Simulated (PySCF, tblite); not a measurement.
# C₅H₃FO: geometry, infrared bands, NMR shifts and spin-spin couplings

Wanted: the infrared bands, NMR shifts and spin-spin couplings of C₅H₃FO (`O=CC1=CC/1=C\F`), by calculation.

The runs use tblite 0.8.0 and PySCF 2.14.0, with density-fitted response routines of our own; the level of theory stands in each step. All values are computed, except where a source is named. Atoms count from 0, in the outputs and in this text.

**1. The starting structure**

10 atoms, charge 0, multiplicity 1; geometry from: force field or distance geometry start.

Bonds of the start (Å): O0–C1 1.23, C1–C2 1.44, C2–C3 1.32, C3–C4 1.39, C4–C5 1.31, C5–F6 1.35, C4–C2 1.37, C1–H7 1.09, C3–H8 1.05, C5–H9 1.08.

**2. Geometry optimisation with GFN2-xTB**

The job: settings as JSON, then the geometry in Å.

```
{"job": {"kind": "relax", "xc": "GFN2-xTB", "basis": "xTB"}, "charge": 0, "multiplicity": 1}
O     -1.655500    -1.687700    -0.807500
C     -1.833800    -0.578000    -0.308900
C     -0.725600     0.248500     0.107100
C     -0.082800     1.294800     0.584200
C      0.647600     0.213900     0.115400
C      1.775700    -0.386200    -0.155500
F      2.969500     0.183300     0.123300
H     -2.826700    -0.160900    -0.117300
H     -0.156300     2.238700     1.034400
H      1.896900    -1.361700    -0.597800
```

Launch:

```sh
OMP_NUM_THREADS=1 python probes_run.py task.json out
```

The driver reads the jobs from task.json and runs them one after another.

Standard output:

```text
step      E/eV     max force
  0    -567.69347    5.094
  1    -567.59014    6.923
  2    -567.92103    0.820
  3    -567.93689    0.822
  4    -567.95260    0.297
  5    -567.96166    0.257
  6    -567.96907    0.268
  7    -567.97432    0.207
  8    -567.97923    0.193
  9    -567.98203    0.182
 10    -567.98378    0.184
 11    -567.98562    0.167
 12    -567.98899    0.159
 13    -567.99340    0.237
 14    -567.99826    0.263
 15    -568.00262    0.228
 16    -568.00621    0.158
 17    -568.00862    0.118
 18    -568.00997    0.112
 19    -568.01110    0.124
 20    -568.01227    0.125
 21    -568.01346    0.103
 22    -568.01462    0.105
 23    -568.01583    0.110
 24    -568.01719    0.144
 25    -568.01841    0.154
 26    -568.01940    0.121
 27    -568.02031    0.090
 28    -568.02107    0.073
 29    -568.02171    0.086
 30    -568.02221    0.067
 31    -568.02251    0.054
 32    -568.02267    0.032
 33    -568.02275    0.021
 34    -568.02277    0.014
 35    -568.02278    0.005
```

Wall time 0.13 s (1 thread of Intel Xeon Platinum 8488C, shared host).

Along the way: (not every step is listed) (the energy doesn't fall at every step)

```csv
step,energy from step 0 (eV),largest force (eV/Å)
0,0.0000,5.0942
1,0.1033,6.9229
2,-0.2276,0.8203
3,-0.2434,0.8216
4,-0.2591,0.2966
5,-0.2682,0.2571
6,-0.2756,0.2679
7,-0.2808,0.2069
8,-0.2858,0.1929
10,-0.2903,0.1841
12,-0.2955,0.1586
14,-0.3048,0.2631
16,-0.3127,0.1581
18,-0.3165,0.1116
20,-0.3188,0.1246
22,-0.3211,0.1049
24,-0.3237,0.1442
26,-0.3259,0.1212
28,-0.3276,0.0735
30,-0.3287,0.0674
31,-0.3290,0.0535
32,-0.3292,0.0323
33,-0.3293,0.0215
34,-0.3293,0.0144
35,-0.3293,0.0052
```

Close pairs (by a distance rule), those that changed most:

```csv
bond,before (Å),after (Å),change (Å)
C2–C4,1.374,1.465,+0.091
C3–C4,1.386,1.441,+0.055
O0–C1,1.230,1.206,-0.024
C2–C3,1.317,1.334,+0.016
C3–H8,1.048,1.064,+0.016
C1–H7,1.094,1.108,+0.014
C1–C2,1.444,1.439,-0.005
C5–F6,1.352,1.356,+0.004
```

The final coordinates are the input of the step that follows.

**3. Vibrational analysis with GFN2-xTB**

The job: settings as JSON, then the geometry in Å.

```
{"job": {"kind": "ir", "xc": "GFN2-xTB", "basis": "xTB"}, "charge": 0, "multiplicity": 1}
O     -1.978433    -1.673640    -0.806606
C     -1.932891    -0.580110    -0.300659
C     -0.727032     0.125157     0.042951
C     -0.130816     1.204660     0.551173
C      0.737053     0.155407     0.079786
C      1.918847    -0.364017    -0.140916
F      3.050397     0.306917     0.187986
H     -2.851187    -0.012451    -0.051692
H     -0.197135     2.168641     0.997326
H      2.120081    -1.325910    -0.581878
```

Standard output:

```text
mode    cm-1     km/mol
  1      74.0      7.71
  2     100.8      6.93
  3     148.2      0.40
  4     218.3      0.71
  5     363.0      8.51
  6     387.3      3.18
  7     502.4     18.47
  8     583.0      5.75
  9     721.6     27.06
 10     761.3      1.57
 11     812.4      9.88
 12     864.4     49.56
 13     891.7      0.34
 14     955.4     35.81
 15    1090.2     38.97
 16    1118.2    234.28
 17    1251.7     54.27
 18    1355.6      7.24
 19    1627.1    426.32
 20    1708.7    257.36
 21    1961.5      8.68
 22    2763.1    111.27
 23    3105.1     10.44
 24    3216.5      0.81
```

Run time: 0.17 s. Hardware: 1 thread of Intel Xeon Platinum 8488C, shared host.

Which atoms move in the most intense modes:

```csv
cm⁻¹,km/mol,atoms
864,49.6,"H8 40 %, C5 27 %, C2 12 %"
955,35.8,"H8 40 %, C3 33 %, C5 16 %"
1090,39.0,"C5 28 %, F6 23 %, H9 15 %, C3 13 %"
1118,234.3,"C2 36 %, C3 16 %, C1 16 %"
1252,54.3,"H9 66 %, C5 18 %"
1627,426.3,"C2 37 %, C3 20 %, C5 18 %, C4 15 %"
1709,257.4,"C1 52 %, O0 39 %"
2763,111.3,H7 94 %
```

**4. NMR shieldings: PBE0/pcSseg-1**

The job, as its differences from that of step 3:

```diff
@@ -1,2 +1,2 @@
-{"job": {"kind": "ir", "xc": "GFN2-xTB", "basis": "xTB"}, "charge": 0, "multiplicity": 1}
+{"job": {"kind": "nmr", "xc": "PBE0", "basis": "pcSseg-1"}, "charge": 0, "multiplicity": 1}
 O     -1.978433    -1.673640    -0.806606
```

Level: GIAO PBE0/pcSseg-1 NMR shielding, non-relativistic, gas phase.

Standard output:

```text
coarse grid: 9464 points
cycle   1  E = -366.6119990142  dE =  1.424e+00  |g| = 8.385e-01  |ddm| = 3.124e+00
cycle   2  E = -366.0864497075  dE =  5.255e-01  |g| = 1.795e+00  |ddm| = 3.220e+00
cycle   3  E = -366.7476081176  dE = -6.612e-01  |g| = 1.747e-01  |ddm| = 2.581e+00
cycle   4  E = -366.7517503786  dE = -4.142e-03  |g| = 1.104e-01  |ddm| = 2.540e-01
cycle   5  E = -366.7538590432  dE = -2.109e-03  |g| = 2.332e-02  |ddm| = 1.063e-01
cycle   6  E = -366.7539520912  dE = -9.305e-05  |g| = 1.276e-02  |ddm| = 3.037e-02
cycle   7  E = -366.7539909832  dE = -3.889e-05  |g| = 3.047e-03  |ddm| = 1.258e-02
cycle   8  E = -366.7539927268  dE = -1.744e-06  |g| = 1.363e-03  |ddm| = 3.469e-03
final grid: 94968 points
cycle   9  E = -366.8133619647  dE = -3.420e-06  |g| = 1.273e-02  |ddm| = 3.354e-02
cycle  10  E = -366.8132571718  dE =  1.048e-04  |g| = 2.638e-02  |ddm| = 3.387e-02
cycle  11  E = -366.8133937782  dE = -1.366e-04  |g| = 1.929e-03  |ddm| = 2.477e-02
cycle  12  E = -366.8133945524  dE = -7.742e-07  |g| = 4.162e-04  |ddm| = 1.925e-03
cycle  13  E = -366.8133945806  dE = -2.816e-08  |g| = 1.046e-04  |ddm| = 3.746e-04
cycle  14  E = -366.8133945827  dE = -2.139e-09  |g| = 2.044e-05  |ddm| = 1.223e-04
cycle  15  E = -366.8133945828  dE = -8.822e-11  |g| = 1.073e-05  |ddm| = 3.418e-05
converged SCF energy = -366.8133945828

GIAO shielding tensors (ppm)
atom      isotropic    diamagn.    paramagn.     s11        s22        s33       span
  0 O     -407.814     399.920    -807.734  -1162.270   -453.567    392.394   1554.664
  1 C        7.181     244.714    -237.533    -93.843     13.768    101.617    195.460
  2 C       57.112     254.992    -197.881    -59.880     61.888    169.327    229.207
  3 C       42.095     252.853    -210.758    -71.379      9.979    187.686    259.065
  4 C       82.672     253.037    -170.364    -16.934     58.734    206.217    223.150
  5 C       51.374     250.156    -198.782      3.057     69.097     81.966     78.909
  6 F      344.414     471.261    -126.847    296.986    324.114    412.141    115.155
  7 H       21.163      25.920      -4.757     18.993     21.108     23.388      4.395
  8 H       23.477      32.352      -8.874     21.895     24.259     24.278      2.382
  9 H       24.563      30.030      -5.467     20.973     24.935     27.780      6.807
```

Wall time 14 s (1 thread of Intel Xeon Platinum 8488C, shared host); peak memory 0.64 GiB.

Shifts follow as δ = σ(reference) − σ, with reference shieldings (ppm) from runs at the same level and on the same kind of geometry: ¹H TMS 31.72, ¹³C TMS 186.9, ¹⁹F CFCl3 170.9, ¹⁷O H2O 336.1. The references are single molecules in the gas phase, so shifts against H2O, NH3, PH3, H3PO4 or CFCl3 are not on the usual liquid scales and can be off by tens of ppm.

```csv
atoms,environment,σ (ppm),δ (ppm),δ scaled to CDCl3
C1,aldehyde carbonyl carbon,7.2,179.7,173.5
C3,β carbon of a C=C–C=O unit,42.1,144.8,139.4
C5,alkene CH,51.4,135.6,130.4
C2,α carbon of a C=C–C=O unit,57.1,129.8,124.8
C4,fully substituted alkene carbon,82.7,104.3,99.8
H7,hydrogen on an aldehyde carbonyl carbon,21.16,10.55,10.06
H8,hydrogen on a β carbon of a C=C–C=O unit,23.48,8.24,7.87
H9,hydrogen on an alkene CH,24.56,7.15,6.85
O0,aldehyde oxygen,-407.8,743.9,–
F6,vinylic fluorine,344.4,-173.5,–
```

The scaled column applies a straight-line fit of computed shieldings to shifts measured in CDCl3, and one for carbons that bear F (root-mean-square error 0.16 ppm for H, 1.9 ppm for C).

The run also stored atomic charges by several schemes (e):

```csv
atoms,Mulliken,IAO,Hirshfeld,ESP fit
O0,-0.33,-0.36,-0.21,-0.43
C1,0.25,0.23,0.12,0.51
C2,-0.07,-0.01,0.01,-0.18
C3,0.00,-0.06,0.03,-0.10
C4,-0.06,-0.04,-0.04,0.15
C5,0.20,0.06,0.00,-0.24
F6,-0.30,-0.28,-0.11,-0.13
```

Mayer bond orders: O0–C1 1.96, C1–C2 1.05, C2–C3 1.50, C3–C4 0.89, C4–C5 1.84, C5–F6 0.90, C4–C2 0.81.

Ring of atoms C2, C3, C4: NICS(0) -24.5, NICS(1) -6.8, NICS(1)zz -8.9 ppm (means of both faces).

**5. J couplings: B3LYP/pcJ-1**

The job, as its differences from that of step 4:

```diff
@@ -1,2 +1,2 @@
-{"job": {"kind": "nmr", "xc": "PBE0", "basis": "pcSseg-1"}, "charge": 0, "multiplicity": 1}
+{"job": {"kind": "j", "xc": "B3LYP", "basis": "pcJ-1"}, "charge": 0, "multiplicity": 1}
 O     -1.978433    -1.673640    -0.806606
```

Method: B3LYP/pcJ-1 indirect spin-spin coupling, non-relativistic, gas phase.

Standard output:

```text
coarse grid: 9464 points
cycle   1  E = -367.0353269827  dE =  1.354e+00  |g| = 9.067e-01  |ddm| = 3.034e+00
cycle   2  E = -366.3281878592  dE =  7.071e-01  |g| = 2.044e+00  |ddm| = 3.400e+00
cycle   3  E = -367.1810999042  dE = -8.529e-01  |g| = 2.248e-01  |ddm| = 2.824e+00
cycle   4  E = -367.1875872636  dE = -6.487e-03  |g| = 1.525e-01  |ddm| = 3.176e-01
cycle   5  E = -367.1916292420  dE = -4.042e-03  |g| = 3.975e-02  |ddm| = 1.374e-01
cycle   6  E = -367.1919308259  dE = -3.016e-04  |g| = 1.820e-02  |ddm| = 4.342e-02
cycle   7  E = -367.1920108949  dE = -8.007e-05  |g| = 4.321e-03  |ddm| = 1.575e-02
cycle   8  E = -367.1920143746  dE = -3.480e-06  |g| = 1.637e-03  |ddm| = 4.107e-03
final grid: 94968 points
cycle   9  E = -367.2615330375  dE = -1.420e-04  |g| = 8.600e-03  |ddm| = 1.768e-02
cycle  10  E = -367.2614873196  dE =  4.572e-05  |g| = 1.733e-02  |ddm| = 1.931e-02
cycle  11  E = -367.2615456777  dE = -5.836e-05  |g| = 2.325e-03  |ddm| = 1.527e-02
cycle  12  E = -367.2615466371  dE = -9.594e-07  |g| = 8.622e-04  |ddm| = 2.424e-03
cycle  13  E = -367.2615467510  dE = -1.139e-07  |g| = 2.187e-04  |ddm| = 6.558e-04
cycle  14  E = -367.2615467605  dE = -9.491e-09  |g| = 2.835e-05  |ddm| = 1.862e-04
cycle  15  E = -367.2615467606  dE = -1.329e-10  |g| = 2.010e-05  |ddm| = 4.305e-05
converged SCF energy = -367.2615467606

Indirect spin-spin couplings (Hz)
  i      j    bonds     total        FC       PSO       DSO        SD
  0 O    1 C    1     32.959    12.321    20.687    -0.048         -
  0 O    2 C    2     -3.550    -2.058    -1.524     0.032         -
  0 O    3 C    3     -7.185    -2.787    -4.461     0.062         -
  0 O    4 C    3      0.005     0.180    -0.190     0.015         -
  0 O    5 C    4     -0.692    -0.906     0.209     0.005         -
  0 O    6 F    5    -13.670    -1.277    -2.054     0.097   -10.436
  0 O    7 H    2     -4.187    -7.723     3.110     0.425         -
  0 O    9 H    5      0.715     0.604     0.135    -0.024         -
  1 C    2 C    1     79.843    81.948    -2.402     0.296         -
  1 C    3 C    2     -0.527    -1.528     1.066    -0.065         -
  1 C    4 C    2     -1.878    -1.418    -0.428    -0.032         -
  1 C    5 C    3     -2.280    -2.056    -0.193    -0.031         -
  1 C    6 F    4      3.701    -0.152     2.831    -0.206     1.228
  1 C    7 H    1    185.806   185.589    -0.795     1.012         -
  1 C    8 H    3      1.476     1.255     0.501    -0.279         -
  1 C    9 H    4      1.488     1.633    -0.058    -0.087         -
  2 C    3 C    1     46.186    53.767    -7.768     0.187         -
  2 C    4 C    1     23.265    24.663    -1.633     0.235         -
  2 C    5 C    2      3.656     4.759    -1.045    -0.058         -
  2 C    6 F    3      8.656    12.041    -9.690    -0.319     6.624
  2 C    7 H    2     40.800    41.236    -0.351    -0.086         -
  2 C    8 H    2     -0.462     0.124     0.187    -0.774         -
  2 C    9 H    3      0.308     0.251     0.222    -0.165         -
  3 C    4 C    1     26.328    28.779    -2.652     0.200         -
  3 C    5 C    2     -8.433    -7.356    -0.992    -0.085         -
  3 C    6 F    3      2.018     6.521     2.017    -0.132    -6.388
  3 C    7 H    3     -0.686    -0.647     0.110    -0.150         -
  3 C    8 H    1    243.048   244.201    -1.876     0.723         -
  3 C    9 H    3      9.602    10.038     0.081    -0.517         -
  4 C    5 C    1    142.043   148.727    -6.973     0.290         -
  4 C    6 F    2     19.998    25.358   -17.037    -0.163    11.840
  4 C    7 H    3      8.209     8.444     0.154    -0.389         -
  4 C    8 H    2     -0.298    -0.251     0.553    -0.600         -
  4 C    9 H    2     20.493    21.468    -0.577    -0.397         -
  5 C    6 F    1   -312.142  -320.930     7.367     0.675     0.745
  5 C    7 H    4      0.221     0.335     0.170    -0.284         -
  5 C    8 H    3      1.505     1.840     0.034    -0.370         -
  5 C    9 H    1    220.288   219.717    -0.468     1.039         -
  6 F    7 H    5      4.837     4.280     1.730    -0.919    -0.254
  6 F    8 H    4      9.347     8.671     1.248    -0.534    -0.037
  6 F    9 H    2     91.992    86.375     9.606    -1.790    -2.198
  7 H    8 H    4      1.049     1.057     0.507    -0.515         -
  7 H    9 H    5      0.531     0.634     0.968    -1.071         -
  8 H    9 H    4     -0.465    -0.249     1.673    -1.889         -
```

Wall time 25 s (1 thread of Intel Xeon Platinum 8488C, shared host); peak memory 0.86 GiB.

It converged, yet the result is unsound: the state lies near a triplet instability (lowest triplet Hessian root 0.039 Eh), which can inflate the couplings, so they are set aside. Its HOMO lies at -6.37 eV, against -6.57 eV in step 4 (PBE0/pcSseg-1), a different level, so the two don't compare directly.

**6. Outcome**

| quantity | value |
| --- | --- |
| strongest single infrared mode (GFN2-xTB) | 1627 cm⁻¹, 426 km/mol |
| zero-point energy (GFN2-xTB) | 38.0 kcal/mol |
| ¹³C shifts against TMS (PBE0/pcSseg-1) | 179.7, 144.8, 135.6, 129.8, 104.3 ppm |
| ¹H shifts against TMS (PBE0/pcSseg-1) | 10.55, 8.24, 7.15 ppm |
| ¹⁷O shifts against H2O (PBE0/pcSseg-1) | 743.9 ppm |
| ¹⁹F shifts against CFCl3 (PBE0/pcSseg-1) | -173.5 ppm |
| property runs in this session | 2, of which 0 failed and 1 gave unsound results |

**Reading.** Over 35 steps the energy fell by 0.329 eV; of the close pairs, C2–C4 changed most, 1.374 to 1.465 Å. No mode is imaginary among the 24: a minimum at this level. The strongest single mode, at 1627 cm⁻¹, is spread over several atoms, C2, C3, C5, C4 among them. GFN2-xTB is a fitted tight-binding method: band positions and strengths are rough. Its intensities can rank the bands wrongly. C1 (aldehyde carbonyl carbon) lies farthest downfield among carbon, at 179.7 ppm; low-lying n→π* states of the double bond to the heteroatom give a large paramagnetic term (-238 ppm). The most deshielded hydrogen is H7 (hydrogen on an aldehyde carbonyl carbon), at 10.55 ppm: the C=O anisotropy and electron withdrawal place aldehyde protons far downfield. At PBE0/pcSseg-1: The largest span, 1555 ppm, is at O0, where the paramagnetic term is -808 ppm.
